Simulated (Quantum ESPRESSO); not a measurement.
## Hg2O: zone-centre phonons under several settings

```
Hg O
1.0
     0.00000    3.28140    3.28140
     3.28140    0.00000    3.28140
     3.28140    3.28140    0.00000
Hg O
2 1
Direct
  0.50000 0.50000 0.50000
  0.75000 0.75000 0.75000
  0.25000 0.25000 0.25000
```

The cell was built by a generator and needn't be a form met in nature.

All runs used Quantum ESPRESSO 7.5; k mesh 2 × 2 × 2, shifted; relaxed cell; no spin polarisation; cutoff 612 eV; occupations smeared at first, fixed for the response.

```csv
level,potentials,volume (Å³/atom),pressure (GPa),lowest optical mode without the field (cm⁻¹),highest optical mode without the field (cm⁻¹),sum of the Born charges (e)
LDA,GBRV 1.5 LDA,18.84,0.1,44i,141,0.74
PBE,GBRV 1.5 PBE,20.99,0.1,87i,115,0.71
PBEsol,GBRV 1.5 PBEsol,19.59,0.1,63i,131,0.73
revPBE,GBRV 1.5 PBE,21.79,0.0,99i,105,0.70
BLYP,GBRV 1.5 PBE,22.55,0.0,103i,100,0.68
PW91,GBRV 1.5 PBE,20.87,0.1,86i,116,0.71
vdW-DF-cx,GBRV 1.5 PBE,?,0.1,?,?,?
```

Task: What stands in the row left open?

Result: Volume 19.82 Å³/atom; lowest optical mode without the field 48i cm⁻¹; highest optical mode without the field 130 cm⁻¹; sum of the Born charges 0.72 e.

Values marked i are imaginary: the cell is unstable against those modes at that level, or the meshes are too thin.

Caveats: all runs use coarse meshes; some modes are imaginary; the potentials were made for another functional, which shifts forces and pressure (some runs); the volume moved by over 15 % at a fixed basis, so the end points are rough (some runs).

For the row left open. Caveat: the k mesh is coarse (spacing up to 0.83 Å⁻¹), so the values aren't converged; the mesh is thin for the dielectric tensor, Born charges and intensities, which usually come out too large; the potentials were made for another functional, which shifts forces and pressure; some modes are imaginary; the volume moved by over 15 % at a fixed basis, so the end points are rough; the Born charges break their sum rule by 0.72 e, a sign of too thin a mesh.
